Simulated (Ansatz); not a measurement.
# C4H3CoO4Si: one species, many methods

An exercise on one series of results from a longer session: the logs are not shown, and one member is left open.

The runs use Ansatz 0.2.0, Gaussian basis; functionals in def2-TZVPP, the program's frozen cores in correlated methods.

The runs, in order: LDA (SPW92), PBE-D4, revPBE-D4, BLYP-D4, r2SCAN-D4, B97M-V, PBE0-D4, B3LYP-D4, r2SCANh-D4, r2SCAN0-D4, HSE06-D4, BHLYP-D4, CAM-B3LYP-D4, LC-ωPBE, ωB97X-V, ωB97M-V, B2PLYP, PBE-QIDH; CCSD(T)/def2-SVP; CCSD(T)/def2-TZVPP; MP2/def2-QZVPP; extrapolation to the limit; RPA on PBE.

## The geometry

All runs share one geometry, relaxed beforehand with PBE0-D4 in a triple-zeta def2 set.

SMILES `[O+]#[C][Co-4]([SiH3])([C]#[O+])([C]#[O+])[C]#[O+]`, 13 atoms, charge 0, spin multiplicity 1.

Atoms are counted from 1 here; the program's logs count them from 0.

Bond lengths: O1–C2 1.137 Å, C2–Co3 1.778 Å, Co3–Si4 2.329 Å, Co3–C5 1.778 Å, Co3–C7 1.778 Å, Co3–C9 1.782 Å, Si4–H11 1.487 Å, Si4–H12 1.487 Å, Si4–H13 1.487 Å, C5–O6 1.137 Å, C7–O8 1.137 Å, C9–O10 1.133 Å. Angles: O1–C2–Co3 179.7°, C2–Co3–Si4 82.5°, C2–Co3–C5 118.3°, C2–Co3–C7 118.3°, C2–Co3–C9 97.5°, Si4–Co3–C5 82.5°, Si4–Co3–C7 82.5°, Si4–Co3–C9 180.0°, C5–Co3–C7 118.3°, C5–Co3–C9 97.5°, C7–Co3–C9 97.5°, Co3–Si4–H11 110.9°, Co3–Si4–H12 110.9°, Co3–Si4–H13 110.9°, H11–Si4–H12 108.0°, H11–Si4–H13 108.0°, H12–Si4–H13 108.0°, Co3–C5–O6 179.7° and more.

Set-up of the first run:

in.yaml reads:

```yaml
crystal:
  periodic: [false, false, false]
  atoms:
    - {symbol: O, position_ang: [0.238649, -0.175227, 2.885309]}
    - {symbol: C, position_ang: [0.328234, 0.044562, 1.773619]}
    - {symbol: Co, position_ang: [0.475209, 0.393638, 0.036392]}
    - {symbol: Si, position_ang: [-1.315446, -1.089636, -0.101378]}
    - {symbol: C, position_ang: [-0.695578, 1.510287, -0.701064]}
    - {symbol: O, position_ang: [-1.440504, 2.228225, -1.172059]}
    - {symbol: C, position_ang: [1.256474, -0.818229, -1.004059]}
    - {symbol: O, position_ang: [1.760237, -1.590207, -1.669232]}
    - {symbol: C, position_ang: [1.845015, 1.528285, 0.141960]}
    - {symbol: O, position_ang: [2.716088, 2.249718, 0.209240]}
    - {symbol: H, position_ang: [-2.481602, -0.586005, 0.671417]}
    - {symbol: H, position_ang: [-0.943061, -2.422146, 0.443209]}
    - {symbol: H, position_ang: [-1.743713, -1.273285, -1.513364]}
basis:
  gaussian: {orbitals: def2-TZVPP}
hamiltonian: {xc: lda}
output: {orbitals: {seedname: orbitals}}
```

Launch:

```console
$ ansatz run in.yaml --threads 4 --pin off --events-out ev --progress --plain --max-ram 66560MiB --backend cuda --devices 0, --max-vram 37GiB
```

Among the steps run: LDA; PBE-D4 (GGA); revPBE-D4 (GGA); BLYP-D4 (GGA); r2SCAN-D4 (meta-GGA); B97M-V (meta-GGA); PBE0-D4 (hybrid); B3LYP-D4 (hybrid); r2SCANh-D4 (hybrid); r2SCAN0-D4 (hybrid); HSE06-D4 (hybrid); BHLYP-D4 (hybrid); CAM-B3LYP-D4 (range-separated); LC-ωPBE (range-separated); ωB97X-V (range-separated); ωB97M-V (range-separated); B2PLYP (double hybrid); PBE-QIDH (double hybrid).

One table of the session follows, with a row left open; its other results are not shown here.

It belongs to the step «Orbital energies across the functionals». 

| functional | HOMO (eV) | gap (eV) |
| --- | --- | --- |
| LDA (SPW92) | -6.76 | 4.08 |
| PBE-D4 | -6.51 | 4.07 |
| revPBE-D4 | -6.42 | 4.07 |
| BLYP-D4 | -6.35 | 4.04 |
| r2SCAN-D4 | -6.71 | 4.39 |
| B97M-V | -6.61 | 4.36 |
| PBE0-D4 | -7.71 | 6.43 |
| B3LYP-D4 | -7.47 | 5.95 |
| r2SCANh-D4 | -7.16 | 5.32 |
| r2SCAN0-D4 | -7.88 | 6.65 |
| HSE06-D4 | -7.31 | 5.65 |
| BHLYP-D4 | -8.86 | 8.62 |
| CAM-B3LYP-D4 | -8.98 | 8.92 |
| LC-ωPBE | ? | ? |
| ωB97X-V | -9.93 | 11.02 |
| ωB97M-V | -9.88 | 10.88 |

Estimate the missing values for LC-ωPBE.

**Answer.** HOMO (eV): -10.23; gap (eV): 11.35. In the column «HOMO (eV)» it is the lowest.
